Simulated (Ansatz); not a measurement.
LiIn, space group Fd-3m: a test of the smearing width, run with Ansatz's Python interface.

`liin_smear.py`
```python
"""How the energy of LiIn depends on the smearing."""

import warnings

import ansatz as az

warnings.simplefilter("ignore", az.DeckWarning)

system = (
    az.Lattice.of([0.0, 3.393, 3.393], [3.393, 0.0, 3.393], [3.393, 3.393, 0.0])
    .atom("Li", [0.5, 0.5, 0.5])
    .atom("Li", [0.75, 0.75, 0.75])
    .atom("In", [0.0, 0.0, 0.0])
    .atom("In", [0.25, 0.25, 0.25])
)

calculation = (
    system.calculation()
    .kpoints(4, 4, 4, center="monkhorst-pack")
    .functional(az.Functional.LDA)
    .eigensolver("davidson", full_accuracy=True)
    .basis(630)
    .mixing("anderson", beta=0.7)
)

rows = []
for value in [0.5, 0.3, 0.2, 0.1]:
    r = calculation.occupations("methfessel_paxton", width=value).run().report
    rows.append((value, r["free_energy_ev"] / len(r["lattice"]["sites"]), r["n_iterations"], r["n_kpoints"]))

print("  width (eV)   F/atom (eV)    iterations      k-points")
for row in rows:
    print(f"{str(row[0]):>12s}  {row[1]:12.5f}  {row[2]:12d}  {row[3]:12d}")

# the last row is the reference
for row in rows[:-1]:
    shift = 1000 * (row[1] - rows[-1][1])
    print(f"{row[0]}: {shift:+.2f} meV/atom" + ("  (within 5 meV)" if abs(shift) < 5 else ""))
```

How much does the free energy per atom change between the narrowest and the widest smearing, and why?

Going from 0.1 to 0.5 eV changes F by -0.6 meV an atom. This scheme is built to cancel the term in the square of the width, so the shifts stay small and are partly the mesh's error.

The output:

```console
$ python liin_smear.py
  width (eV)   F/atom (eV)    iterations      k-points
         0.5   -2829.73470             7            10
         0.3   -2829.73498             7            10
         0.2   -2829.73484             7            10
         0.1   -2829.73408             7            10
0.5: -0.62 meV/atom  (within 5 meV)
0.3: -0.90 meV/atom  (within 5 meV)
0.2: -0.75 meV/atom  (within 5 meV)
```

Caveats:
- The mesh is modest for a metal, so energies can be off by several to tens of meV an atom and pressures by half a GPa or more; differences at equal mesh fare better.
- The mesh has less symmetry than the crystal, which the program warned of.
- The narrowest width needs the finest mesh, so the last row is no converged reference.
- The starting cell is as deposited in a crystallographic database; the results hold for this polymorph, which needn't be the stable one.
- The script silences the warnings on its input, which a real study should read.
- The whole script took 9 s on 1 thread of Intel(R) Xeon(R) 6975P-C (Granite Rapids), with other jobs on the host, peak memory 0.4 GiB.

(Lines on the test bed's own set-up are left out of the output.)
